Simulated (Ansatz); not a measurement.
A run of Ansatz 0.2.0:

The input input.yaml:

```yaml
crystal:
  lattice:
    - [4.23698, 2.44622, 6.1284]
    - [-4.23698, 2.44622, 6.1284]
    - [0.0, -4.89244, 6.1284]
  atoms:
    - { symbol: Ba, position: [0.5, 0.5, 0.5] }
    - { symbol: Ba, position: [0.0, 0.0, 0.0] }
    - { symbol: V, position: [0.5, 0.5, 0.0], spin: 2.0 }
    - { symbol: V, position: [0.0, 0.5, 0.5], spin: 2.0 }
    - { symbol: V, position: [0.5, 0.0, 0.5], spin: 2.0 }
    - { symbol: Tl, position: [0.0, 0.0, 0.5] }
    - { symbol: Tl, position: [0.5, 0.0, 0.0] }
    - { symbol: Tl, position: [0.0, 0.5, 0.0] }
    - { symbol: Tl, position: [0.74045, 0.74045, 0.74045] }
    - { symbol: Tl, position: [0.25955, 0.25955, 0.25955] }
    - { symbol: O, position: [0.71652, 0.08089, 0.41242] }
    - { symbol: O, position: [0.41242, 0.71652, 0.08089] }
    - { symbol: O, position: [0.08089, 0.41242, 0.71652] }
    - { symbol: O, position: [0.58757, 0.91911, 0.28348] }
    - { symbol: O, position: [0.91911, 0.28348, 0.58757] }
    - { symbol: O, position: [0.28348, 0.58757, 0.91911] }
    - { symbol: O, position: [0.28348, 0.91911, 0.58757] }
    - { symbol: O, position: [0.58757, 0.28348, 0.91911] }
    - { symbol: O, position: [0.91911, 0.58757, 0.28348] }
    - { symbol: O, position: [0.41242, 0.08089, 0.71652] }
    - { symbol: O, position: [0.08089, 0.71652, 0.41242] }
    - { symbol: O, position: [0.71652, 0.41242, 0.08089] }
hamiltonian:
  xc: pbe
  pseudopotentials: { kind: paw }
  dispersion: d3bj
magnetization:
  spin_polarized: true
kpoints:
  mp_grid: { grid: [3, 3, 3] }
scf:
  occupations: { method: fermi_dirac, width: 0.05 }
output:
  forces: true
  stress: true
  eigenvalues: true
relax:
  f_tol: 0.01
  max_steps: 40
  cell: { stress_tol: 0.05 }
```

Potentials or basis: Ansatz PAW.

The run is started by

```bash
$ ansatz run input.yaml --threads 8 --pin off --max-ram 20480MiB --backend cpu --events-out ev --progress --plain --runs-dir out
```

Hardware: 8 threads of AMD EPYC 9R45 96-Core Processor (Zen 5) (shared host).

**Question.** How long does it take, and how much memory?

**Answer.** Run time: 26 s on 8 threads of AMD EPYC 9R45 96-Core Processor (Zen 5) (shared host), peak memory 2.2 GiB. Counts: scf iterations 82, plane waves 7125, k points 6, bands 123, ion steps 8.
